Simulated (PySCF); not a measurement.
# CH7NSSi: the cost of one run

The runs use PySCF 2.14.0, with density-fitted response routines of our own; the level of theory stands in each step. All values are computed, except where a source is named. Atoms count from 0, in the outputs and in this text.

### Step 1. Starting geometry

11 atoms, charge 0, multiplicity 1; geometry from: GFN2-xTB. The atoms were then displaced at random by about 0.01 Å, so the start is not that level's minimum.

Bonds of the start (Å): C0–S1 1.81, S1–Si2 2.14, Si2–N3 1.76, C0–H4 1.10, C0–H5 1.05, C0–H6 1.10, Si2–H7 1.45, Si2–H8 1.44, N3–H9 0.97, N3–H10 1.01.

### Step 2. Geometry optimisation at PBE0-D3(BJ)/def2-SVP

What the job is given:

```
{"job": {"xc": "PBE0", "basis": "def2-SVP", "d3": "d3bj", "grid": 1, "shake": 0.01, "kind": "geom"}, "charge": 0, "multiplicity": 1}
C     -2.104130    -0.153810     0.066150
S     -0.718130     0.922220     0.500090
Si     0.849010    -0.263670    -0.338940
N      2.317550     0.558470     0.167180
H     -2.176740    -0.252220    -1.026740
H     -2.025390    -1.091010     0.540830
H     -3.008420     0.368710     0.421650
H      0.865840    -1.581800     0.273800
H      0.613630    -0.348410    -1.752420
H      3.177100     0.270710    -0.176250
H      2.247800     1.544960     0.348880
```

The run is started by

```bash
$ OMP_NUM_THREADS=1 python probes_run.py task.json out
```

One launch serves the whole session: the jobs run in the order shown.

Q: Estimate the wall time and peak memory of this first job on 1 thread of Arm Neoverse V2, shared host.

About 83 s, with a peak of 0.41 GiB.
